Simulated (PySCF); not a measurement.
# Ways to converge the SCF of KB⁺

The same problem is solved with other solver options, one edit a run.

Method: each script names its method and basis; program: PySCF 2.14.0.

4 further runs of the same task are left out: 4 that didn't finish.

### 1 Starting geometry

KB⁺: 2 atoms, charge 1, spin multiplicity 2.

Bond lengths: K1–B2 2.717 Å.

### 2 Base script

Contents of input.py:

```python
from pyscf import gto, scf
from pyscf.hessian import thermo

mol = gto.M(
    atom='K 0 0 0; B 0 0 2.717',
    basis='def2-svp',
    charge=1,
    spin=1,
    symmetry=True,
    verbose=4,
)
mf = scf.UHF(mol)
mf.kernel()
hess = mf.Hessian().kernel()
print('wavenumber (cm^-1) =', thermo.harmonic_analysis(mol, hess)['freq_wavenumber'].round(1))
mf.dip_moment()
print('orbital energies (hartree):', [e[max(0, n-3):n+3].round(4) for e, n in zip(mf.mo_energy, mol.nelec)])
```

On the command line:

```bash
> OMP_NUM_THREADS=1 python input.py
```

Its log is not repeated here.

In short: E(SCF) = -623.427409 Eh, 11 cycles, ⟨S²⟩ = 0.756, wavenumbers 410 cm⁻¹.

The bond length is a typed value, not an optimised one, so the wavenumber is not that of the minimum. The dipole of an ion depends on the origin.

### 3 Convergence threshold 1e-05 hartree

Edit 1 changes convergence threshold: default → 1e-05 hartree.

Contents of input.py:

```python
from pyscf import gto, scf
from pyscf.hessian import thermo

mol = gto.M(
    atom='K 0 0 0; B 0 0 2.717',
    basis='def2-svp',
    charge=1,
    spin=1,
    symmetry=True,
    verbose=4,
)
mf = scf.UHF(mol)
mf.conv_tol = 1e-05
mf.kernel()
hess = mf.Hessian().kernel()
print('wavenumber (cm^-1) =', thermo.harmonic_analysis(mol, hess)['freq_wavenumber'].round(1))
mf.dip_moment()
print('orbital energies (hartree):', [e[max(0, n-3):n+3].round(4) for e, n in zip(mf.mo_energy, mol.nelec)])
```

On the command line:

```bash
> OMP_NUM_THREADS=1 python input.py
```

### 4 Point-group symmetry off

Edit 2 changes point-group symmetry: on → off.

Changes to input.py since step 2:

```diff
@@ -8,3 +8,2 @@
     spin=1,
-    symmetry=True,
     verbose=4,
```

### 5 DIIS space off

Edit 3 changes DIIS space: default → off.

Changes to input.py since step 2:

```diff
@@ -12,2 +12,3 @@
 mf = scf.UHF(mol)
+mf.diis = False
 mf.kernel()
```

### 6 Damping 0.8

Edit 4 changes damping: none → 0.8.

Changes to input.py since step 2:

```diff
@@ -12,2 +12,4 @@
 mf = scf.UHF(mol)
+mf.damp = 0.8
+mf.diis_start_cycle = 8
 mf.kernel()
```

Before running it: what results should come out? Wanted: for each run, E(SCF); from base; gap, α spin; after the SCF.

As calculated:

```csv
run,E(SCF) (hartree),from base (eV),cycles,"gap, α spin (eV)",after the SCF
base,-623.427409,0,11,10.25,highest mode 410 cm⁻¹
convergence threshold 1e-05 hartree,-623.427409,0.0000,7,10.25,highest mode 410 cm⁻¹
point-group symmetry off,-623.427409,0.0000,11,10.25,highest mode 410 cm⁻¹
DIIS space off,-623.427409,0.0000,20,10.25,highest mode 410 cm⁻¹
damping 0.8,-623.427409,0.0000,16,10.25,highest mode 410 cm⁻¹
```

Distance from each run's final energy (log10 hartree) by cycle:

```csv
run,cycle 1,cycle 2,cycle 3,cycle 5,cycle 8,cycle 12
base,-0.7,-1.5,-1.9,-4.0,-6.8,done
convergence threshold 1e-05 hartree,-0.7,-1.5,-1.9,-4.0,done,done
point-group symmetry off,-0.7,-1.5,-1.9,-4.0,-6.8,done
DIIS space off,-0.7,-1.5,-2.2,-3.3,-4.8,-6.5
damping 0.8,-0.7,-0.9,-1.1,-1.5,-2.4,-6.1
```

In words: With convergence threshold 1e-05 hartree or point-group symmetry off or DIIS space off or damping 0.8 the SCF ends at the base energy. The base needs 11 cycles and the run with DIIS space off needs 20.
